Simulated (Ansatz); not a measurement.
# Ta3W: the cost of one run

Program: Ansatz 0.2.0. Level of theory: DFT PBEsol, scalar-relativistic, plane waves, PAW. These are calculated values, not measurements.

## (1) The starting structure

The structure is cubic, space group Fm-3m (No. 225). Conventional cell: a = 6.534 Å, b = 6.534 Å, c = 6.534 Å, α = 90.00°, β = 90.00°, γ = 90.00°. Ta (site symmetry -43m) has 4 Ta at 2.83 Å and 4 W at 2.83 Å as nearest neighbours. Ta (site symmetry m-3m) is surrounded by 8 Ta at 2.83 Å. Around W (site symmetry m-3m) lie 8 Ta at 2.83 Å.

Coordinates:

```cif
data_structure
_symmetry_space_group_name_H-M 'P 1'
_symmetry_Int_Tables_number 1
_cell_length_a 4.6205
_cell_length_b 4.6205
_cell_length_c 4.6205
_cell_angle_alpha 60.000
_cell_angle_beta 60.000
_cell_angle_gamma 60.000
_cell_volume 69.75
loop_
_atom_site_label
_atom_site_type_symbol
_atom_site_fract_x
_atom_site_fract_y
_atom_site_fract_z
_atom_site_occupancy
Ta1 Ta 0.25000 0.25000 0.25000 1
Ta2 Ta 0.75000 0.75000 0.75000 1
Ta3 Ta 0.50000 0.50000 0.50000 1
W1 W 0.00000 0.00000 0.00000 1
```

The structure comes from the Materials Project (structure only).

## (2) A change within the space group

What differs from the listed cell: strain xx, yy, zz, yz, xz, xy = +4.7, +4.7, +4.7, +0.0, +0.0, +0.0 %.

File input.yaml:

```yaml
crystal:
  lattice:
    - [0.0, 3.4207956839, 3.4207956839]
    - [3.4207956839, 0.0, 3.4207956839]
    - [3.4207956839, 3.4207956839, 0.0]
  atoms:
    - { symbol: Ta, position: [0.25, 0.25, 0.25] }
    - { symbol: Ta, position: [0.75, 0.75, 0.75] }
    - { symbol: Ta, position: [0.5, 0.5, 0.5] }
    - { symbol: W, position: [0.0, 0.0, 0.0] }
basis:
  ecutwfc: 420
kpoints:
  mp_grid: { grid: [12, 12, 12] }
hamiltonian:
  xc: pbesol
scf:
  occupations: { method: gaussian, width: 0.1 }
output:
  forces: true
  stress: true
  eigenvalues: true
```

**Question.** How long does this run take on 1 thread of an Arm CPU, shared host, and how much memory does it need?

About 8.2 s, with a peak of 0.43 GiB.
